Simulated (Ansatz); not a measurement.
# SnPb3S4: the cost of one run

Program: Ansatz 0.2.0. Level of theory: DFT PBE, scalar-relativistic, plane waves, PAW. These are calculated values, not measurements.

## Step 1: The structure to begin with

It takes space group Cmmm (No. 65, orthorhombic). The conventional cell has a = 8.444 Å, b = 11.943 Å, c = 4.223 Å, α = 90.00°, β = 90.00°, γ = 90.00°. Around Sn (site symmetry mmm) lie 6 S at 2.95 Å. Pb (site symmetry 2/m) is surrounded by 6 S at 2.99 Å. Pb (site symmetry mmm) has 6 S at 3.02 Å as nearest neighbours. Around S (site symmetry 2mm) lie 2 Sn at 2.95 Å and 4 Pb at 2.99 to 3.02 Å. S (site symmetry m2m) has 1 Sn at 2.95 Å and 5 Pb at 2.99 to 3.02 Å as nearest neighbours.

Coordinates:

```cif
data_structure
_symmetry_space_group_name_H-M 'Cmmm'
_symmetry_Int_Tables_number 65
_cell_length_a 8.4445
_cell_length_b 11.9429
_cell_length_c 4.2228
_cell_angle_alpha 90.000
_cell_angle_beta 90.000
_cell_angle_gamma 90.000
_cell_volume 425.87
loop_
_atom_site_label
_atom_site_type_symbol
_atom_site_symmetry_multiplicity
_atom_site_Wyckoff_symbol
_atom_site_fract_x
_atom_site_fract_y
_atom_site_fract_z
_atom_site_occupancy
Sn1 Sn 2 d 0.00000 0.00000 0.50000 1
Pb1 Pb 4 e 0.25000 0.25000 0.00000 1
Pb2 Pb 2 c 0.50000 0.00000 0.50000 1
S1 S 4 g 0.75534 0.00000 0.00000 1
S2 S 4 j 0.50000 0.74728 0.50000 1
```

The start is the relaxed end of an invented cell (made as: elements ordered on the sites of the PbS type, Pb/Sn on Pb (Cmmm, No. 65)), taken up again for a closer look.

## Step 2: A first look at the guess

Contents of input.yaml:

```yaml
crystal:
  lattice:
    - [4.2222421, -5.9714612, 0.0]
    - [4.2222421, 5.9714612, 0.0]
    - [0.0, 0.0, 4.2227601]
  atoms:
    - { symbol: Sn, position: [0.0, 0.0, 0.5] }
    - { symbol: Pb, position: [0.0, 0.5, 0.0] }
    - { symbol: Pb, position: [0.5, 0.5, 0.5] }
    - { symbol: Pb, position: [0.5, 0.0, 0.0] }
    - { symbol: S, position: [0.755345, 0.755345, 0.0] }
    - { symbol: S, position: [0.752717, 0.247283, 0.5] }
    - { symbol: S, position: [0.247283, 0.752717, 0.5] }
    - { symbol: S, position: [0.244655, 0.244655, 0.0] }
basis:
  ecutwfc: 420
kpoints:
  mp_grid: { grid: [4, 4, 4] }
hamiltonian:
  xc: pbe
scf:
  occupations: { method: gaussian, width: 0.1 }
  lower_state_search: "off"
output:
  forces: true
  stress: true
  eigenvalues: true
```

Command:

```console
ansatz run input.yaml --threads 4 --pin off --max-ram 8192MiB --backend cpu --events-out ev --progress --plain --runs-dir out
```

Q: Estimate wall time and peak memory on 4 threads of Intel Xeon Platinum 8488C (Sapphire Rapids), shared host.

About 3.2 s, with a peak of 0.72 GiB.
